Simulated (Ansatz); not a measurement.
# C₃H₃Cl₂F₃: one species, many methods

How much do the methods differ for C₃H₃Cl₂F₃? The plan is to run it at one geometry with functionals of several rungs and with coupled cluster. The yardstick is the atomisation energy at the CCSD(T) limit.

Program: Ansatz 0.2.0, Gaussian basis. Level of theory: functionals in def2-TZVPP, the program's frozen cores in correlated methods. These are calculated values, not measurements.

The runs, in order: LDA (SPW92), PBE-D4, revPBE-D4, BLYP-D4, r2SCAN-D4, B97M-V, PBE0-D4, B3LYP-D4, r2SCANh-D4, r2SCAN0-D4, HSE06-D4, BHLYP-D4, CAM-B3LYP-D4, LC-ωPBE, ωB97X-V, ωB97M-V, B2PLYP, PBE-QIDH; CCSD(T)/def2-SVP; CCSD(T)/def2-TZVPP; MP2/def2-QZVPP; extrapolation to the limit; RPA on PBE.

## Step 1: The geometry

The geometry comes from an earlier relaxation with PBE0-D4 in a triple-zeta def2 set; it is a stationary point, not always the lowest conformer.

SMILES `FC(F)(F)CC(Cl)Cl`, 11 atoms, charge 0, spin multiplicity 1.

Atoms are counted from 1 here; the program's logs count them from 0.

Bond lengths: F1–C2 1.339 Å, C2–F3 1.342 Å, C2–F4 1.332 Å, C2–C5 1.513 Å, C5–C6 1.514 Å, C5–H9 1.092 Å, C5–H10 1.091 Å, C6–Cl7 1.775 Å, C6–Cl8 1.768 Å, C6–H11 1.087 Å. Angles: F1–C2–F3 107.4°, F1–C2–F4 107.3°, F1–C2–C5 109.6°, F3–C2–F4 107.4°, F3–C2–C5 111.3°, F4–C2–C5 113.5°, C2–C5–C6 114.7°, C2–C5–H9 106.3°, C2–C5–H10 108.7°, C6–C5–H9 108.0°, C6–C5–H10 110.5°, H9–C5–H10 108.2°, C5–C6–Cl7 108.9°, C5–C6–Cl8 112.5°, C5–C6–H11 111.7°, Cl7–C6–Cl8 110.3°, Cl7–C6–H11 106.5°, Cl8–C6–H11 106.7°.

## Step 2: LDA

This LDA is Slater exchange with PW92 correlation.

Contents of in.yaml:

```yaml
crystal:
  periodic: [false, false, false]
  atoms:
    - {symbol: F, position_ang: [-2.349840, 0.458364, -0.439344]}
    - {symbol: C, position_ang: [-1.186418, -0.194813, -0.551674]}
    - {symbol: F, position_ang: [-1.374926, -1.433624, -0.072096]}
    - {symbol: F, position_ang: [-0.918898, -0.306259, -1.851648]}
    - {symbol: C, position_ang: [-0.115519, 0.539229, 0.224970]}
    - {symbol: C, position_ang: [1.172264, -0.234171, 0.413652]}
    - {symbol: Cl, position_ang: [2.166923, 0.594312, 1.628231]}
    - {symbol: Cl, position_ang: [2.074577, -0.423471, -1.094544]}
    - {symbol: H, position_ang: [-0.536137, 0.741605, 1.211782]}
    - {symbol: H, position_ang: [0.080127, 1.493627, -0.265144]}
    - {symbol: H, position_ang: [0.987834, -1.234808, 0.795805]}
basis:
  gaussian: {orbitals: def2-TZVPP}
hamiltonian: {xc: lda}
output: {orbitals: {seedname: orbitals}}
```

On the command line:

```bash
$ ansatz run in.yaml --threads 2 --pin off --events-out ev --progress --plain --max-ram 32768MiB --backend cuda --devices 0, --max-vram 18GiB
```

After this run come: PBE-D4 (GGA); revPBE-D4 (GGA); BLYP-D4 (GGA); r2SCAN-D4 (meta-GGA); B97M-V (meta-GGA); PBE0-D4 (hybrid); B3LYP-D4 (hybrid); r2SCANh-D4 (hybrid); r2SCAN0-D4 (hybrid); HSE06-D4 (hybrid); BHLYP-D4 (hybrid); CAM-B3LYP-D4 (range-separated); LC-ωPBE (range-separated); ωB97X-V (range-separated); ωB97M-V (range-separated); B2PLYP (double hybrid); PBE-QIDH (double hybrid); CCSD(T) in def2-SVP; CCSD(T) in def2-TZVPP; MP2 in def2-QZVPP; RPA on PBE orbitals.

Q: Predict the results of all the runs planned. Wanted: atomisation energy, CCSD(T)/CBS; farthest beyond LDA; mean size of error, GGA; mean size of error, meta-GGA; mean size of error, hybrid; mean size of error, range-separated; mean size of error, double hybrid; gap, smallest and largest; T1 diagnostic.

**Answer**, as computed:

| quantity | value |
| --- | --- |
| atomisation energy, CCSD(T)/CBS | 4208.3 kJ/mol |
| functionals within 21.0 kJ/mol (0.5 %) | BLYP-D4, B97M-V, r2SCANh-D4, CAM-B3LYP-D4, PBE-QIDH |
| farthest beyond LDA | BHLYP-D4 (-218.8 kJ/mol) |
| mean size of error, GGA | 75.3 kJ/mol |
| mean size of error, meta-GGA | 26.8 kJ/mol |
| mean size of error, hybrid | 73.0 kJ/mol |
| mean size of error, range-separated | 19.9 kJ/mol |
| mean size of error, double hybrid | 33.3 kJ/mol |
| gap, smallest and largest | 6.07 eV (LDA (SPW92)), 14.01 eV (LC-ωPBE) |
| T1 diagnostic | 0.0108 |
| triples share of the correlation energy | 3.7 % |

What this shows: LDA overbinds by 852.2 kJ/mol (20 %). PBE-D4 is off by +183.7 kJ/mol. Double hybrids carry the basis error of their MP2 part in triple zeta, and no dispersion term here, so their miss is partly the set-up's. By mean error the best rung here is range-separated (19.9 kJ/mol) and the worst beyond LDA is GGA (75.3 kJ/mol). The gap between the best rungs is small, so their order is not settled. Misses under about 21.0 kJ/mol are within the doubt on the reference itself, which lacks core-valence correlation, relativity and higher excitations. Hartree-Fock recovers 69 % of the binding; the rest is correlation. CCSD(T) in def2-SVP is off by -210.8 kJ/mol, so the small basis spoils what the method gains. The gap grows from 6.1 to 14.0 eV across the functionals, mostly with the share of exact exchange.
